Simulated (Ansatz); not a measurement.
**ClF2ISn: vertical ionisation energy**

The task here is to estimate one member of a computed series from the others.

Method: unrestricted cation, the program's frozen cores in correlated methods; program: Ansatz 0.2.0, Gaussian basis.

The runs, in order: UKS PBE-D4/def2-TZVPP; UKS r2SCAN-D4/def2-TZVPP; UKS PBE0-D4/def2-TZVPP; UKS B3LYP-D4/def2-TZVPP; UKS wB97X-V/def2-TZVPP; UKS wB97M-V/def2-TZVPP; UKS B2PLYP/def2-TZVPP; UHF-CCSD(T)/def2-TZVPP; UHF-MP2/def2-QZVPP; extrapolation to the limit; then −ε(HOMO) from the neutral's earlier runs with LDA (SPW92), PBE-D4, revPBE-D4, BLYP-D4, r2SCAN-D4, B97M-V, PBE0-D4, B3LYP-D4, r2SCANh-D4, r2SCAN0-D4, HSE06-D4, BHLYP-D4, CAM-B3LYP-D4, LC-ωPBE, ωB97X-V, ωB97M-V.

## Structure used throughout

All runs share one geometry, relaxed beforehand with PBE0-D4 in a triple-zeta def2 set. Sn, I take the def2 core potential; no spin-orbit term is included.

SMILES `[F][Sn]([F])([Cl])[I]`, 5 atoms, charge 0, spin multiplicity 1.

Atoms are counted from 1 here; the program's logs count them from 0.

Bond lengths: F1–Sn2 1.893 Å, Sn2–F3 1.893 Å, Sn2–Cl4 2.281 Å, Sn2–I5 2.616 Å. Angles: F1–Sn2–F3 104.1°, F1–Sn2–Cl4 107.5°, F1–Sn2–I5 110.7°, F3–Sn2–Cl4 107.5°, F3–Sn2–I5 110.7°, Cl4–Sn2–I5 115.6°.

The first run:

File in.yaml:

```yaml
crystal:
  periodic: [false, false, false]
  atoms:
    - {symbol: F, position_ang: [-0.010606, -0.364640, 1.889182]}
    - {symbol: Sn, position_ang: [0.029438, -0.071269, 0.019731]}
    - {symbol: F, position_ang: [1.538976, -1.049309, -0.569547]}
    - {symbol: Cl, position_ang: [-1.821692, -1.062843, -0.870806]}
    - {symbol: I, position_ang: [0.313783, 2.474461, -0.509960]}
basis:
  gaussian: {orbitals: def2-TZVPP}
total_charge: 1
magnetization: {spin_polarized: true, initial_magnetization: 1}
hamiltonian: {xc: pbe, dispersion: d4}
```

Started as:

```bash
$ ansatz run in.yaml --threads 2 --pin off --events-out ev --progress --plain --max-ram 32768MiB --backend cpu
```

Steps of the session up to this table: Cation, UKS PBE-D4/def2-TZVPP; Cation, UKS r2SCAN-D4/def2-TZVPP; Cation, UKS PBE0-D4/def2-TZVPP; Cation, UKS B3LYP-D4/def2-TZVPP; Cation, UKS wB97X-V/def2-TZVPP; Cation, UKS wB97M-V/def2-TZVPP; Cation, UKS B2PLYP (frozen core)/def2-TZVPP; Cation, UHF-CCSD(T)/def2-TZVPP; Cation, UHF-MP2/def2-QZVPP.

One of the session's tables, all rows but one given; the rest of the session is left out.

It belongs to the step «Ionisation energies side by side». Orbital estimates, from the neutral's runs:

| functional | −ε(HOMO) (eV) |
| --- | --- |
| LDA (SPW92) | 7.85 |
| PBE-D4 | 7.66 |
| revPBE-D4 | 7.60 |
| BLYP-D4 | 7.48 |
| r2SCAN-D4 | 8.01 |
| B97M-V | 7.98 |
| PBE0-D4 | ? |
| B3LYP-D4 | 8.61 |
| r2SCANh-D4 | 8.45 |
| r2SCAN0-D4 | 9.10 |
| HSE06-D4 | 8.48 |
| BHLYP-D4 | 9.90 |
| CAM-B3LYP-D4 | 10.15 |
| LC-ωPBE | 11.52 |
| ωB97X-V | 11.16 |
| ωB97M-V | 11.02 |

Estimate the missing values for PBE0-D4.

The run gave: −ε(HOMO) (eV): 8.88. In the column «−ε(HOMO) (eV)» it lies between B3LYP-D4 (8.61) and r2SCAN0-D4 (9.10).
